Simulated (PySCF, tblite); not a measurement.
# C5H9BN2: geometry, infrared bands and NMR shifts

Wanted: the infrared bands and NMR shifts of C5H9BN2 (`CCCC#[N+][BH2-]C#N`), by calculation.

Programs: tblite 0.8.0 and PySCF 2.14.0, with density-fitted response routines of our own. Each step states its level of theory. These are calculated values for one molecule in the gas phase, unless marked as measured. Atoms count from 0, in the outputs and in this text.

### 1 The molecule as given

17 atoms, charge 0, multiplicity 1; geometry from: force field or distance geometry start.

Bonds of the start (Å): C0–C1 1.52, C1–C2 1.53, C2–C3 1.45, C3–N4 1.18, N4–B5 1.49, B5–C6 1.56, C6–N7 1.16, C0–H8 1.11, C0–H9 1.13, C0–H10 1.11, C1–H11 1.10, C1–H12 1.10, C2–H13 1.10, C2–H14 1.12, B5–H15 1.19, B5–H16 1.20.

### 2 Geometry optimisation with GFN2-xTB

What the job is given:

```
{"job": {"kind": "relax", "xc": "GFN2-xTB", "basis": "xTB"}, "charge": 0, "multiplicity": 1}
C     -2.222000    -0.500800     0.231300
C     -1.866900     0.535100    -0.826800
C     -0.723000     1.407000    -0.295300
C      0.397700     0.528600    -0.031700
N      1.289000    -0.208100     0.205100
B      2.438300    -1.121600     0.483000
C      3.760500    -0.294800     0.577500
N      4.752600     0.304100     0.667400
H     -1.312200    -0.810700     0.779900
H     -3.001000    -0.046300     0.917900
H     -2.616700    -1.403300    -0.278000
H     -2.724000     1.122400    -1.180000
H     -1.445000     0.006100    -1.696000
H     -1.042200     1.867000     0.657200
H     -0.457800     2.187200    -1.058800
H      2.234000    -1.625600     1.536300
H      2.531600    -1.934200    -0.400000
```

Command:

```
$ OMP_NUM_THREADS=1 python probes_run.py task.json out
```

One launch serves the whole session: the jobs run in the order shown.

**Question.** This job is followed by: GFN2-xTB harmonic vibrations, gas phase; GIAO PBE0/pcSseg-1 NMR shielding, non-relativistic, gas phase. Predict these results of the whole session: strongest single infrared mode (GFN2-xTB); zero-point energy (GFN2-xTB); 13C shifts against TMS (PBE0/pcSseg-1); 1H shifts against TMS (PBE0/pcSseg-1, means over atoms taken as alike); 15N shifts against NH3 (PBE0/pcSseg-1); 11B shifts against BF3·OEt2 (PBE0/pcSseg-1); surface potential, 1st and 99th percentile.

**Answer**, as computed:

```
                                                              quantity                               value
                             strongest single infrared mode (GFN2-xTB)               2354 cm⁻¹, 221 km/mol
                                          zero-point energy (GFN2-xTB)                       83.2 kcal/mol
                                13C shifts against TMS (PBE0/pcSseg-1)  131.9, 122.5, 23.5, 20.6, 15.6 ppm
1H shifts against TMS (PBE0/pcSseg-1, means over atoms taken as alike)          2.76, 2.37, 1.81, 1.25 ppm
                                15N shifts against NH3 (PBE0/pcSseg-1)                    330.5, 223.8 ppm
                           11B shifts against BF3·OEt2 (PBE0/pcSseg-1)                           -42.2 ppm
                                 surface potential, 1st and 99th percentile                  -2.47 V and 2.00 V
```

Over 85 steps the energy fell by 0.339 eV; of the close pairs, C0–H9 changed most, 1.134 to 1.088 Å. No mode is imaginary among the 45: a minimum at this level. The strongest single mode, at 2354 cm⁻¹, moves mainly C6 and N7. Unscaled tight-binding wavenumbers are off by several per cent, some by more. Its intensities can rank the bands wrongly. At PBE0/pcSseg-1: Shielding is most anisotropic at N7 (span 530 ppm, paramagnetic term -401 ppm). By nearest atom (PBE0/pcSseg-1), the HOMO sits on N7 36 %; C6 18 % and the LUMO on C3 37 %; N4 28 %.
